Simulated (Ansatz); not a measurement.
# CH4FSi (SMILES C[SiH]F) at UPBE0/aug-cc-pVDZ

What is the electronic atomisation energy of CH4FSi at UPBE0/aug-cc-pVDZ? 

Program for the calculation: Ansatz 0.2.0.

45 further runs of the same task are left out: 45 set aside as unsound or not needed.

### 1 The system as given

CH4FSi: 7 atoms, total charge 0, spin state doublet. SMILES: `C[SiH]F`. The coordinates come from a PBE0-D4/def2-TZVP relaxation.

Bond lengths: C1–Si2 1.864 Å, Si2–F3 1.609 Å, C1–H4 1.091 Å, C1–H5 1.093 Å, C1–H6 1.094 Å, Si2–H7 1.494 Å. Angles: C1–Si2–F3 108.7°, C1–Si2–H7 111.7°, F3–Si2–H7 106.7°, Si2–C1–H4 111.5°, Si2–C1–H5 109.9°, Si2–C1–H6 110.0°, H4–C1–H5 108.4°, H4–C1–H6 108.5°, H5–C1–H6 108.5°.

### 2 The energy at UPBE0/aug-cc-pVDZ

Input file in.yaml:

```yaml
crystal:
  periodic: [false, false, false]
  atoms:
    - {symbol: C, position_ang: [-0.653500, 0.389500, -0.298000]}
    - {symbol: Si, position_ang: [0.917400, -0.594100, -0.104100]}
    - {symbol: F, position_ang: [0.640700, -1.812800, 0.909600]}
    - {symbol: H, position_ang: [-1.444900, -0.207800, -0.754100]}
    - {symbol: H, position_ang: [-0.470200, 1.260900, -0.931700]}
    - {symbol: H, position_ang: [-1.000700, 0.738300, 0.679600]}
    - {symbol: H, position_ang: [2.011300, 0.226000, 0.498700]}
basis:
  gaussian: {orbitals: aug-cc-pVDZ}
magnetization: {spin_polarized: true, initial_magnetization: 1}
hamiltonian: {xc: {name: PBE0}}
accuracy: high
output: {orbitals: {seedname: orbitals}}
```

The run is started by

```sh
$ ansatz run in.yaml --threads 1 --pin off --max-ram 3480MiB --events-out events.jsonl --progress --plain --runs-dir runs
```

Log:

```text
Warning: RAYON_NUM_THREADS=1 ignored (pool sized by the plan → 1); use --threads N
Functional definition: PBE0
  name "PBE0"
  parameter a = 0.25
  parameter kappa = 0.804
  parameter beta = 0.06672455060314922
  exchange = (1 - a)*pbe_x(kappa = kappa, mu = beta*pi^2/3) + a*exact_x
  correlation = pbe_c(beta = beta)
2190 factors; integrals over basis functions are off by at most 3.6e-9 eV
mean field evaluation 1: about -11683.1327 eV, gradient 4.0e1 eV
mean field evaluation 2: about -11679.2105 eV, gradient 4.8e1 eV
mean field evaluation 4: about -11689.9993 eV, gradient 3.0e0 eV
mean field evaluation 8: about -11690.1048 eV, gradient 1.1e-1 eV
mean field evaluation 16: about -11690.1049 eV, gradient 3.7e-5 eV
mean field -11690.10489430 eV, -429.6034310280 hartree, gradient 3.1e-8 eV, S^2 0.751609; 0 other end points of the search recorded, 0 dependent functions left out
reference -11690.10490097 eV, -429.6034312729 hartree; 17, 16 occupied and 92, 93 virtual orbitals, 2190 factors
Total energy: -11690.10490097 eV, -429.6034312729 hartree
```

It took 17 s on 1 thread of Arm Neoverse V2, shared host; peak memory 0.47 GiB.

### 3 The C atom at the same level

Input file input.yaml:

```yaml
crystal:
  periodic: [false, false, false]
  atoms:
    - symbol: C
      position_ang: [0.000000, 0.000000, 0.000000]
basis:
  gaussian:
    orbitals: aug-cc-pVDZ
magnetization:
  spin_polarized: true
  initial_magnetization: 2
hamiltonian:
  xc: {name: PBE0}
accuracy: high
```

Run the same way, it converges to -37.80077 Eh (log not shown).

### 4 The F atom

Input file in.yaml:

```yaml
crystal:
  periodic: [false, false, false]
  atoms:
    - {symbol: F, position_ang: [0.000000, 0.000000, 0.000000]}
basis:
  gaussian:
    orbitals: aug-cc-pVDZ
total_charge: 0
hamiltonian:
  xc: pbe0
magnetization:
  spin_polarized: true
  initial_magnetization: 1
accuracy: high
```

Run the same way, it converges to -99.64640 Eh (log not shown).

### 5 The H atom, same level

Input file run.yaml:

```yaml
basis:
  gaussian: {orbitals: aug-cc-pVDZ}
crystal:
  periodic: [false, false, false]
  atoms:
    - {symbol: H, position_ang: [0.000000, 0.000000, 0.000000]}
magnetization: {spin_polarized: true, initial_magnetization: 1}
hamiltonian: {xc: pbe0}
accuracy: high
```

The run is started by

```sh
$ ansatz run run.yaml --threads 1 --pin off --max-ram 3480MiB --events-out events.jsonl --progress --plain --runs-dir runs
```

Log, cut to the lines that bear on the results:

```text
Warning: RAYON_NUM_THREADS=1 ignored (pool sized by the plan → 1); use --threads N
[... 7 set-up lines as earlier in the session ...]
42 factors; integrals over basis functions are off by at most 4.4e-8 eV
mean field evaluation 1: about -13.6231 eV, gradient 2.5e-1 eV
mean field evaluation 2: about -13.6224 eV, gradient 2.3e-1 eV
mean field evaluation 4: about -13.6234 eV, gradient 7.5e-4 eV
mean field evaluation 8: about -13.6234 eV, gradient 7.9e-9 eV
mean field -13.62340876 eV, -0.5006510378 hartree, gradient 8.3e-8 eV, S^2 0.750000; 0 other end points of the search recorded, 0 dependent functions left out
reference -13.62341311 eV, -0.5006511975 hartree; 1, 0 occupied and 8, 9 virtual orbitals, 42 factors
Total energy: -13.62341311 eV, -0.5006511975 hartree
```

Wall time 0.14 s (1 thread of Arm Neoverse V2, shared host).

### 6 The Si atom, same level

Input file run.yaml:

```yaml
crystal:
  periodic: [false, false, false]
  atoms:
    - symbol: Si
      position_ang: [0.000000, 0.000000, 0.000000]
basis:
  gaussian:
    orbitals: aug-cc-pVDZ
accuracy: high
hamiltonian:
  xc: {name: PBE0}
magnetization:
  spin_polarized: true
  initial_magnetization: 2
```

Run the same way, it converges to -289.24821 Eh (log not shown).

### 7 What came out

At UPBE0/aug-cc-pVDZ:

```
                                    quantity          value
                      molecule: total energy  -429.60343 Eh
molecule: HOMO energy (highest over α and β)       -6.13 eV
 molecule: LUMO energy (lowest over α and β)       -2.23 eV
                              molecule: ⟨S²⟩          0.752
                        C atom: total energy   -37.80077 Eh
                                C atom: ⟨S²⟩          2.004
                        F atom: total energy   -99.64640 Eh
                                F atom: ⟨S²⟩          0.752
                        H atom: total energy    -0.50065 Eh
                                H atom: ⟨S²⟩          0.750
                       Si atom: total energy  -289.24821 Eh
                               Si atom: ⟨S²⟩          2.005
               electronic atomisation energy      24.638 eV
```

What this shows: Taking the molecule apart into free atoms costs 24.64 eV (568 kcal/mol), before zero-point energy and without spin-orbit coupling.
